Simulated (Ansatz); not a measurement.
**6 CH4 in a periodic box: a dynamics run in two tries**

The task is a short trajectory. The molecules were packed at random to 0.325 g/cm³.

Program: Ansatz 0.2.0. Level of theory: DFT r2SCAN+D3(BJ), plane waves, PAW, scalar-relativistic, no spin polarisation. These are calculated values, not measurements.

### 1 The structure to begin with

The cell holds 30 atoms (C6H24): a = 7.891 Å, b = 7.891 Å, c = 7.891 Å, α = 90.00°, β = 90.00°, γ = 90.00°.

Its coordinates follow in the input file.

### 2 First attempt

Input file input.yaml:

```yaml
crystal:
  lattice:
    - [7.891236, 0.0, 0.0]
    - [0.0, 7.891236, 0.0]
    - [0.0, 0.0, 7.891236]
  atoms:
    - { symbol: C, position: [0.53530777, 0.36982165, 0.96357713] }
    - { symbol: H, position: [0.60363254, 0.28668308, 0.87733396] }
    - { symbol: H, position: [0.43025117, 0.42598599, 0.90156365] }
    - { symbol: H, position: [0.62605344, 0.46749407, 0.98153991] }
    - { symbol: H, position: [0.48901573, 0.31608904, 1.08107343] }
    - { symbol: C, position: [0.74151185, 0.10364053, 0.38521916] }
    - { symbol: H, position: [0.71074456, 0.23865823, 0.40639378] }
    - { symbol: H, position: [0.70055592, 0.02507082, 0.49251796] }
    - { symbol: H, position: [0.8793219, 0.08742133, 0.36370111] }
    - { symbol: H, position: [0.65906857, 0.07549393, 0.27638329] }
    - { symbol: C, position: [0.23027592, 1.01031506, 0.07803007] }
    - { symbol: H, position: [0.10950172, 0.98829028, 0.02430286] }
    - { symbol: H, position: [0.21826371, 1.00740753, 0.21394832] }
    - { symbol: H, position: [0.26110072, 1.1393342, 0.05350746] }
    - { symbol: H, position: [0.3233256, 0.92191238, 0.02545329] }
    - { symbol: C, position: [0.94946897, 0.3890986, 0.12383791] }
    - { symbol: H, position: [1.0121023, 0.38359329, 0.25421538] }
    - { symbol: H, position: [0.81770554, 0.34026204, 0.12211061] }
    - { symbol: H, position: [1.02401164, 0.31627505, 0.0277094] }
    - { symbol: H, position: [0.93952801, 0.52362211, 0.06929711] }
    - { symbol: C, position: [0.32203211, 0.23440276, 0.62507916] }
    - { symbol: H, position: [0.22028918, 0.17533331, 0.5622947] }
    - { symbol: H, position: [0.28515957, 0.26430398, 0.76109756] }
    - { symbol: H, position: [0.3649761, 0.34987695, 0.55923412] }
    - { symbol: H, position: [0.43304973, 0.1498505, 0.63025809] }
    - { symbol: C, position: [0.91202123, 0.72866815, 0.39548292] }
    - { symbol: H, position: [0.84782177, 0.77899638, 0.28569634] }
    - { symbol: H, position: [0.85014775, 0.61376152, 0.44788005] }
    - { symbol: H, position: [0.91268328, 0.81937627, 0.49899542] }
    - { symbol: H, position: [1.03275816, 0.68990321, 0.33571573] }
basis:
  ecutwfc: 500.0
kpoints:
  mp_grid: { grid: [1, 1, 1] }
hamiltonian:
  xc: r2scan
  dispersion: d3bj
scf:
  occupations: { method: fermi_dirac, width: 0.02 }
  lower_state_search: "off"
  max_iter: 94
md:
  timestep: 0.5
  n_steps: 25
  ensemble: nve
  temperature: 400.0
  initial_velocities: maxwell_boltzmann
  seed: 862798
  friction: 0.01
```

Started as:

```sh
$ ansatz run input.yaml --threads 1 --pin off --max-ram 3072MiB --backend cpu --events-out ev --progress --plain --runs-dir out
```

Q: Predict the outcome of this session. Wanted: first try.

**Answer**, as computed:

| quantity | value |
| --- | --- |
| first try | refused |
| cause | friction belongs to the Langevin ensembles, and this run is at constant energy |

In words: The fault in the first input was caught at the input check and cost nothing.
